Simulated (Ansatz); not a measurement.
# GaH₅O (SMILES [OH2+][GaH3-]): single points off equilibrium

An exercise on one series of results from a longer session: the logs are not shown, and one member is left open.

The runs use Ansatz 0.2.0, Gaussian basis; single points in def2-TZVPP.

Cores are frozen in the correlated methods. Filled d shells of the heavier atoms are correlated.

## Where the work starts

SMILES `[OH2+][GaH3-]`, 7 atoms, charge 0, spin multiplicity 1.

Atoms are counted from 1 here; the program's logs count them from 0.

Bond lengths: O1–Ga2 2.119 Å, O1–H3 1.006 Å, O1–H4 0.892 Å, Ga2–H5 1.538 Å, Ga2–H6 1.541 Å, Ga2–H7 1.581 Å. Angles: Ga2–O1–H3 114.1°, Ga2–O1–H4 118.7°, H3–O1–H4 113.2°, O1–Ga2–H5 97.8°, O1–Ga2–H6 100.5°, O1–Ga2–H7 98.3°, H5–Ga2–H6 121.4°, H5–Ga2–H7 116.1°, H6–Ga2–H7 115.5°.

Geometry (Å):

```xyz
7
charge 0, multiplicity 1
O    -0.34160   -1.18600   -0.04020
Ga    0.08370    0.88960   -0.07750
H    -0.58570   -1.53940    0.86970
H     0.18430   -1.73930   -0.50220
H     0.30360    1.03080   -1.59340
H    -1.18020    1.44740    0.60480
H     1.38840    0.87200    0.81550
```

Set-up of the first run:

run/in.yaml

```yaml
crystal:
  periodic: [false, false, false]
  atoms:
    - {symbol: O, position_ang: [-0.341600, -1.186000, -0.040200]}
    - {symbol: Ga, position_ang: [0.083700, 0.889600, -0.077500]}
    - {symbol: H, position_ang: [-0.585700, -1.539400, 0.869700]}
    - {symbol: H, position_ang: [0.184300, -1.739300, -0.502200]}
    - {symbol: H, position_ang: [0.303600, 1.030800, -1.593400]}
    - {symbol: H, position_ang: [-1.180200, 1.447400, 0.604800]}
    - {symbol: H, position_ang: [1.388400, 0.872000, 0.815500]}
basis:
  gaussian: {orbitals: def2-TZVPP}
correlation: {method: ccsd_t}
output: {forces: true}
```

The command line of these runs was not kept.

Steps of the session up to this table: CCSD(T)/def2-TZVPP; PBE0-D4/def2-TZVPP; wB97M-V/def2-TZVPP; r2SCAN-D4/def2-TZVPP; PBE-D4/def2-TZVPP; SPW92/def2-TZVPP; revPBE-D4/def2-TZVPP.

One table of the session follows, with a row left open; its other results are not shown here.

| method | RMS force component (eV/Å) | angle to CCSD(T) forces (°) | dipole (D) |
| --- | --- | --- | --- |
| CCSD(T) | 1.713 | reference | 4.49 |
| PBE0-D4 | 1.707 | 1.9 | 4.48 |
| wB97M-V | 1.704 | 1.6 | 4.48 |
| r2SCAN-D4 | 1.706 | 1.0 | 4.51 |
| PBE-D4 | ? | ? | ? |
| SPW92 | 1.813 | 7.6 | 4.46 |
| revPBE-D4 | 1.767 | 5.8 | 4.45 |

Estimate the missing values for PBE-D4.

As computed: RMS force component (eV/Å): 1.767; angle to CCSD(T) forces (°): 5.5; dipole (D): 4.44.

To keep in mind: The reference is not at the basis limit: in triple zeta CCSD(T) underbinds, which counts against methods that bind more; the gaps are no ranking.
